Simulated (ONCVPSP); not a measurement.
# An ONCV potential for Ge, from input to tests

Task: generate the file, and judge it by its errors in other configurations, its logarithmic derivatives, its ghosts and its cutoff.

Method: ONCVPSP 4.0.1, PW91, scalar-relativistic.

### Step 1. Settings

The settings as typed:

| Property | Result |
| --- | --- |
| element | germanium (Ge, Z = 32) |
| type | optimised norm-conserving Vanderbilt (ONCV) |
| frozen core | [Ar] |
| valence charge | 14 |
| reference configuration | 3d10 4s1.5 4p2.5 |
| partial waves | 4s: rc 1.80 bohr, ncon 4, nbas 8, qcut 3.7 1/bohr, 2 projectors, debl 2.7 Ha; 4p: rc 2.05 bohr, ncon 4, nbas 7, qcut 4.6 1/bohr, 1 projector; 3d: rc 0.95 bohr, ncon 4, nbas 9, qcut 17.3 1/bohr, 2 projectors, debl 3.1 Ha; f scattering state at 0.09 Ha: rc 2.25 bohr, ncon 4, nbas 9, qcut 4.7 1/bohr, 2 projectors, debl 1.8 Ha |
| local potential | polynomial inside 0.80 bohr (lpopt 5, dvloc0 4 Ha) |
| core correction | Teter function, fcfact 1.75, rcfact 1.25 |

### Step 2. Generating the potential

Input file Ge.dat:

```
# ATOM AND REFERENCE CONFIGURATION
# atsym  z   nc   nv     iexc    psfile
  Ge 32.00    5    3  -109134      upf
#
#   n    l    f
    1    0    2.00
    2    0    2.00
    2    1    6.00
    3    0    2.00
    3    1    6.00
    3    2   10.00
    4    0    1.50
    4    1    2.50
#
# PSEUDOPOTENTIAL AND OPTIMIZATION
# lmax
    3
#
#   l,   rc,      ep,       ncon, nbas, qcut
    0    1.80    0.00    4    8    3.70
    1    2.05    0.00    4    7    4.60
    2    0.95    0.00    4    9   17.30
    3    2.25    0.09    4    9    4.70
#
# LOCAL POTENTIAL
# lloc, lpopt,  rc(5),   dvloc0
    4    5    0.80    4.00
#
# VANDERBILT-KLEINMAN-BYLANDER PROJECTORs
# l, nproj, debl
    0    2    2.70
    1    1    3.20
    2    2    3.10
    3    2    1.80
#
# MODEL CORE CHARGE
# icmod, fcfact, rcfact
    3    1.75    1.25
#
# LOG DERIVATIVE ANALYSIS
# epsh1, epsh2, depsh
   -3.00    5.00    0.02
#
# OUTPUT GRID
# rlmax, drl
    6.00    0.01
#
# TEST CONFIGURATIONS
# ncnf
    4
# nvcnf
#   n    l    f
    3
    3    2   10.00
    4    0    2.00
    4    1    2.00
#
    3
    3    2   10.00
    4    0    2.00
    4    1    1.00
#
    3
    3    2   10.00
    4    0    2.00
    4    1    0.00
#
    3
    3    2   10.00
    4    0    0.00
    4    1    0.00
#
```

Run with:

```console
$ oncvpsp.x < Ge.dat > Ge.out
```

**Question.** What will these runs give? Wanted: cutoffs for 1 and 0.1 mHa per electron, occupied waves; bound ghosts; GHOST(+) flags; largest test error; largest phase difference near zero energy, channels read; rms error of d²Exc/dn², without and with the model core.

**Answer**, as computed:

```
                                                quantity                                         value
  cutoffs for 1 and 0.1 mHa per electron, occupied waves                             117 Ha and 130 Ha
                                            bound ghosts                                s at -46.41 eV
                                          GHOST(+) flags                        p at 19 eV, f at 38 eV
                            largest test error (AE − PS)  -5.3 meV, for 3d10 4s2 4p0 (1 test unsolved)
largest phase difference near zero energy, channels read                                     0.023 rad
 rms error of d²Exc/dn², without and with the model core                             6.77 and 5.68 mHa
```

In words: A bound ghost (s) makes it unfit for use: electrons would fall into a state below the valence levels of that channel. By total energies transferability is good where solved: the largest error is 5.3 meV on 19.1 eV, for 3d10 4s2 4p0. Atomic tests can pass in spite of a ghost, since they solve only for the levels asked. Of the tests 1 gave no usable result, which is a warning in itself. It counts as very hard, with 117 Ha needed at the looser tolerance. The 3d wave sets it; 4s needs 12 Ha. Near zero energy the phases of the channels with partial waves agree within 0.023 rad. The pseudo curves have poles that the atom lacks: s at -1.71 Ha, p at 0.63 Ha. At positive energy this is a spurious resonance, even with no bound ghost. The program also flags highly localised states, GHOST(+) (p, f). All of this concerns the isolated atom, not yet a solid.
